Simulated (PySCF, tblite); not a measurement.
# C4H13BN2Si: geometry, infrared bands and NMR shifts

Wanted: the infrared bands and NMR shifts of C4H13BN2Si (`CN(C)[BH2-][N+]#CC[SiH3]`), by calculation.

Programs: tblite 0.8.0 and PySCF 2.14.0, with density-fitted response routines of our own. Each step states its level of theory. These are calculated values for one molecule in the gas phase, unless marked as measured. Atoms are numbered from 0 throughout.

## 1. The starting structure

21 atoms, charge 0, multiplicity 1; geometry from: force field or distance geometry start.

Bonds of the start (Å): C0–N1 1.48, N1–C2 1.45, N1–B3 1.55, B3–N4 1.49, N4–C5 1.15, C5–C6 1.47, C6–Si7 1.88, C0–H8 1.11, C0–H9 1.10, C0–H10 1.12, C2–H11 1.12, C2–H12 1.12, C2–H13 1.11, B3–H14 1.20, B3–H15 1.17, C6–H16 1.11, C6–H17 1.10, Si7–H18 1.47, Si7–H19 1.47, Si7–H20 1.46.

## 2. Optimising the geometry with GFN2-xTB

The job: settings as JSON, then the geometry in Å.

```
{"job": {"kind": "relax", "xc": "GFN2-xTB", "basis": "xTB"}, "charge": 0, "multiplicity": 1}
C     -1.445900     0.253300     1.360400
N     -1.711300     0.498300    -0.079300
C     -3.130000     0.741600    -0.284000
B     -1.237700    -0.711700    -0.929700
N      0.247800    -0.776800    -0.933700
C      1.400300    -0.815000    -0.949200
C      2.867700    -0.857200    -0.949500
Si     3.513400    -0.141300     0.660400
H     -1.755100     1.141900     1.955300
H     -0.372600     0.104700     1.550100
H     -2.017500    -0.633300     1.731900
H     -3.335000     0.986000    -1.353400
H     -3.762200    -0.133100     0.014300
H     -3.463100     1.624700     0.304200
H     -1.669000    -1.732100    -0.474100
H     -1.625200    -0.606600    -2.032600
H      3.205500    -1.909400    -1.039200
H      3.255400    -0.271600    -1.797600
H      3.058600     1.251900     0.790500
H      2.993400    -0.930600     1.791600
H      4.973500    -0.186000     0.663200
```

Command:

```
OMP_NUM_THREADS=1 python probes_run.py task.json out
```

This one command runs all jobs of the session in turn.

**Question.** This job is followed by: GFN2-xTB harmonic vibrations, gas phase; GIAO PBE0/pcSseg-1 NMR shielding, non-relativistic, gas phase. Predict these results of the whole session: strongest single infrared mode (GFN2-xTB); zero-point energy (GFN2-xTB); ¹³C shifts against TMS (PBE0/pcSseg-1, means over atoms taken as alike); ¹H shifts against TMS (PBE0/pcSseg-1, means over atoms taken as alike); ¹⁵N shifts against NH3 (PBE0/pcSseg-1); ¹¹B shifts against BF3·OEt2 (PBE0/pcSseg-1); ²⁹Si shifts against TMS (PBE0/pcSseg-1); surface potential, 1st and 99th percentile.

The runs gave:

| quantity | value |
| --- | --- |
| strongest single infrared mode (GFN2-xTB) | 2255 cm⁻¹, 386 km/mol |
| zero-point energy (GFN2-xTB) | 102.0 kcal/mol |
| ¹³C shifts against TMS (PBE0/pcSseg-1, means over atoms taken as alike) | 128.6, 46.7, -2.9 ppm |
| ¹H shifts against TMS (PBE0/pcSseg-1, means over atoms taken as alike) | 4.43, 2.71, 2.28, 2.24 ppm |
| ¹⁵N shifts against NH3 (PBE0/pcSseg-1) | 223.9, 42.9 ppm |
| ¹¹B shifts against BF3·OEt2 (PBE0/pcSseg-1) | -14.9 ppm |
| ²⁹Si shifts against TMS (PBE0/pcSseg-1) | -66.4 ppm |
| surface potential, 1st and 99th percentile | -2.00 V and 1.84 V |

What this shows: Relaxing lowered the energy by 0.542 eV in 201 steps; the close pair that moved most is B3–N4, from 1.487 to 1.543 Å. No mode is imaginary among the 57: a minimum at this level. The strongest single mode, at 2255 cm⁻¹, moves mainly H20. Unscaled tight-binding wavenumbers are off by several per cent, some by more. Its intensities can rank the bands wrongly. At PBE0/pcSseg-1: Shielding is most anisotropic at N4 (span 419 ppm, paramagnetic term -293 ppm). By nearest atom (PBE0/pcSseg-1), the HOMO sits on N1 61 %; H8, H13 about 7 % each and the LUMO on C5 31 %; N4 25 %.
